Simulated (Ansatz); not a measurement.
**CH6ClFO2Si2: up Jacob's ladder to CCSD(T)**

An exercise on one series of results from a longer session: the logs are not shown, and one member is left open.

The runs use Ansatz 0.2.0, Gaussian basis; functionals in def2-TZVPP, the program's frozen cores in correlated methods.

Plan: PBE-D4, r2SCAN-D4, PBE0-D4, B3LYP-D4, ωB97X-V, ωB97M-V, B2PLYP; CCSD(T)/def2-TZVPP; MP2/def2-QZVPP; extrapolation to the limit.

**Structure used throughout**

The geometry comes from an earlier relaxation with PBE0-D4 in a triple-zeta def2 set; it is a stationary point, not always the lowest conformer.

SMILES `CO[SiH](F)O[SiH2]Cl`, 13 atoms, charge 0, spin multiplicity 1.

Atoms are counted from 1 here; the program's logs count them from 0.

Bond lengths: C1–O2 1.413 Å, C1–H8 1.093 Å, C1–H9 1.095 Å, C1–H10 1.090 Å, O2–Si3 1.614 Å, Si3–F4 1.583 Å, Si3–O5 1.624 Å, Si3–H11 1.471 Å, O5–Si6 1.624 Å, Si6–Cl7 2.053 Å, Si6–H12 1.476 Å, Si6–H13 1.477 Å. Angles: O2–C1–H8 110.9°, O2–C1–H9 111.5°, O2–C1–H10 107.9°, H8–C1–H9 109.1°, H8–C1–H10 108.8°, H9–C1–H10 108.5°, C1–O2–Si3 126.4°, O2–Si3–F4 105.8°, O2–Si3–O5 112.5°, O2–Si3–H11 113.0°, F4–Si3–O5 108.7°, F4–Si3–H11 109.2°, O5–Si3–H11 107.7°, Si3–O5–Si6 149.9°, O5–Si6–Cl7 109.9°, O5–Si6–H12 108.4°, O5–Si6–H13 110.7°, Cl7–Si6–H12 107.6° and more.

The first run:

The input, in.yaml:

```yaml
crystal:
  periodic: [false, false, false]
  atoms:
    - {symbol: C, position_ang: [1.772561, -0.822999, -0.892301]}
    - {symbol: O, position_ang: [1.089378, -1.133657, 0.304538]}
    - {symbol: Si, position_ang: [0.429048, -0.078448, 1.332297]}
    - {symbol: F, position_ang: [-0.230446, -0.949036, 2.478209]}
    - {symbol: O, position_ang: [-0.725603, 0.826928, 0.637357]}
    - {symbol: Si, position_ang: [-2.114982, 0.933076, -0.196656]}
    - {symbol: Cl, position_ang: [-1.878352, 0.102720, -2.058721]}
    - {symbol: H, position_ang: [1.082340, -0.436344, -1.646911]}
    - {symbol: H, position_ang: [2.565611, -0.087181, -0.722229]}
    - {symbol: H, position_ang: [2.226073, -1.740669, -1.267561]}
    - {symbol: H, position_ang: [1.415093, 0.836209, 1.927892]}
    - {symbol: H, position_ang: [-2.437901, 2.361155, -0.381737]}
    - {symbol: H, position_ang: [-3.192809, 0.188275, 0.485823]}
basis:
  gaussian: {orbitals: def2-TZVPP}
hamiltonian: {xc: pbe, dispersion: d4}
output: {forces: true, orbitals: {seedname: orbitals}}
```

The run is started by

```
ansatz run in.yaml --threads 2 --pin off --events-out ev --progress --plain --max-ram 32768MiB --backend cuda --devices 0, --max-vram 18GiB
```

Steps of the session up to this table: PBE-D4 (GGA); r2SCAN-D4 (meta-GGA); PBE0-D4 (hybrid); B3LYP-D4 (hybrid); ωB97X-V (range-separated); ωB97M-V (range-separated); B2PLYP (double hybrid); CCSD(T) in def2-TZVPP; MP2 in def2-QZVPP.

One table of the session follows, with a row left open; its other results are not shown here.

It belongs to the step «Atomisation energies». 

```
            method  atomisation energy (kJ/mol)
            PBE-D4                       5074.3
         r2SCAN-D4                       5056.3
           PBE0-D4                       4995.0
          B3LYP-D4                       5020.1
           ωB97X-V                       5067.5
           ωB97M-V                       5064.0
            B2PLYP                       4986.1
     HF/def2-TZVPP                       3754.0
    MP2/def2-TZVPP                       5047.2
   CCSD/def2-TZVPP                            ?
CCSD(T)/def2-TZVPP                       4922.0
           MP2/CBS                       5198.1
       CCSD(T)/CBS                       5072.9
```

**Question.** Estimate the row for CCSD/def2-TZVPP.

As computed: atomisation energy (kJ/mol): 4853.4. In the column «atomisation energy (kJ/mol)» it lies between HF/def2-TZVPP (3754.0) and CCSD(T)/def2-TZVPP (4922.0).
